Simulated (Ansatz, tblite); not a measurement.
# The cluster Na₃Cl₃+: rung by rung

Aim: run the doublet of the cluster Na₃Cl₃+ at one geometry on many levels, and compare frontier levels, spin and run time.

Method: as each input shows; program: Ansatz 0.2.0, Gaussian basis.

Plan: GFN1-xTB, GFN2-xTB, PBE-D4/def2-TZVP, r2SCAN-D4/def2-TZVP, BLYP-D4/def2-TZVP, revPBE-D4/def2-TZVP, LDA/def2-TZVP, PBE-D4/def2-SVP, PBE0-D4/def2-SVP, CCSD(T)/def2-SVP, MP2/def2-TZVP.

3 further runs of the same task are left out: 3 set aside as unsound or not needed.

## (1) The structure

The geometry is that of the doublet, from an earlier relaxation (B3LYP-D4/def2-SVP). At that level it is the lowest of the isomers that a small search found.

6 atoms, charge 1, spin multiplicity 2.

Bond lengths: Na1–Cl4 2.709 Å, Na1–Cl5 2.707 Å, Na1–Cl6 2.683 Å, Na2–Cl4 2.652 Å, Na2–Cl6 2.582 Å, Na3–Cl5 2.652 Å, Na3–Cl6 2.583 Å. Angles: Cl4–Na1–Cl5 59.8°, Cl4–Na1–Cl6 87.6°, Cl5–Na1–Cl6 87.7°, Cl4–Na2–Cl6 90.9°, Cl5–Na3–Cl6 91.0°, Na1–Cl4–Na2 85.5°, Na1–Cl5–Na3 85.6°, Na1–Cl6–Na2 87.5°, Na1–Cl6–Na3 87.5°, Na2–Cl6–Na3 102.9°.

The ion is computed in the gas phase, without counter-ions or solvent.

PBE0-D4/def2-TZVP was run before; its log isn't repeated, and its numbers join the tables.

## (2) GFN1-xTB

Tight binding, by tblite at 300 K electronic temperature and without a spin-polarisation term:

```python
tblite.interface.Calculator('GFN1-xTB', numbers, positions, charge=1, uhf=1).singlepoint()
```

Energy -364.9249 eV; 0.017 s.

## (3) GFN2-xTB

Tight binding, by tblite at 300 K electronic temperature and without a spin-polarisation term:

```python
tblite.interface.Calculator('GFN2-xTB', numbers, positions, charge=1, uhf=1).singlepoint()
```

Energy -383.7551 eV; 0.021 s.

## (4) PBE-D4/def2-TZVP

start.molden holds the orbitals of an earlier run on this state, given as this run's starting guess.

in.yaml reads:

```yaml
crystal:
  periodic: [false, false, false]
  atoms:
    - {symbol: Na, position_ang: [-0.172349, 0.829387, -1.677205]}
    - {symbol: Na, position_ang: [0.764661, 1.360483, 1.800805]}
    - {symbol: Na, position_ang: [-1.615391, -1.657339, 0.556296]}
    - {symbol: Cl, position_ang: [2.061010, 0.279929, -0.244951]}
    - {symbol: Cl, position_ang: [0.466784, -1.733705, -1.084142]}
    - {symbol: Cl, position_ang: [-1.504724, 0.921254, 0.649198]}
basis:
  gaussian: {orbitals: def2-TZVP, initial_orbitals: start.molden}
total_charge: 1
magnetization: {spin_polarized: true, initial_magnetization: 1}
hamiltonian: {xc: pbe, dispersion: d4}
scf: {omitted_lower_state_checks: [starts]}
output: {forces: true, orbitals: {seedname: orbitals}}
```

Run with:

```sh
ansatz run in.yaml --threads 4 --pin off --events-out ev --progress --plain --max-ram 4787MiB
```

After this run come: r2SCAN-D4/def2-TZVP; BLYP-D4/def2-TZVP; revPBE-D4/def2-TZVP; LDA/def2-TZVP; PBE-D4/def2-SVP; PBE0-D4/def2-SVP; CCSD(T)/def2-SVP; MP2/def2-TZVP.

Q: Predict the results of all the runs planned. Wanted: gap in def2-TZVP, named functionals, smallest and largest; correlation energy, CCSD(T)/def2-SVP; correlation energy, MP2/def2-TZVP; ⟨S²⟩ in def2-TZVP, named functionals, smallest and largest; PBE0 total energy, smallest basis above largest.

**Answer**, as computed:

| quantity | value |
| --- | --- |
| gap in def2-TZVP, named functionals, smallest and largest | 0.80 eV (LDA), 3.40 eV (PBE0-D4) |
| correlation energy, CCSD(T)/def2-SVP | -12.61 eV |
| correlation energy, MP2/def2-TZVP | -29.12 eV |
| ⟨S²⟩ in def2-TZVP, named functionals, smallest and largest | 0.751, 0.755 |
| PBE0 total energy, smallest basis above largest | 17.23 eV (def2-SVP, def2-TZVP) |

In words: Over the named functionals in def2-TZVP the gap runs from 0.80 eV (LDA) to 3.40 eV (PBE0-D4); exact exchange widens it.
